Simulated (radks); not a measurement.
**Shell filling in a jellium sphere with rs = 4.75 bohr, N = 30 to 36**

Aim: add electrons one at a time to a jellium sphere with rs = 4.75 bohr, try the lowest free levels for each, keep the configuration of least energy, and see where shells close. The background charge grows with the count, so each cluster is neutral; its cation and anion are computed too.

Method: non-relativistic spin-polarised Kohn-Sham, PBEsol, spherically averaged shells; computed with radks, version 2.

## (1) The system

| Quantity | Value |
| --- | --- |
| well | a jellium sphere with rs = 4.75 bohr |
| functional | PBEsol |
| levels | named by radial order: 1s, 1p, 1d, 2s, 1f and so on |
| units | hartree and bohr; summary energies in eV |
| configuration carried in | 1s2 1p6 1d10 2s2 1f(up 7, down 2) (N = 29, energy -1.992484) |

Further steps of the session: 30 electrons; 31 electrons; N = 32; N = 33; N = 34; Electron number 35; N = 36.

Q: Predict the outcome of this session. Wanted: closed shells at N; largest second difference; most unpaired electrons; ionisation energies; configuration at N = 36.

**Answer**, as computed:

| quantity | value |
| --- | --- |
| closed shells at N | 34 |
| largest second difference | 0.278 eV at N = 34 (of N = 30 to 35) |
| most unpaired electrons | 4 at N = 30 |
| ionisation energies | 3.18 to 3.47 eV |
| configuration at N = 36 | 1s2 1p6 1d10 2s2 1f14 2p(up 2, down 0) |

In words: Shells close at N = 34, and the second difference peaks there. Among the lowest states kept at each count, up to 4 electrons are unpaired (N = 30), since exchange favours parallel spins. The anion gave no bound, converged state at N = 35; semilocal functionals bind extra electrons too weakly, through self-interaction. The ions keep the filling of the neutral cluster, less or plus one electron, without a search of their own. The model keeps every shell spherical, so real clusters and dots, which can deform, may order levels otherwise.
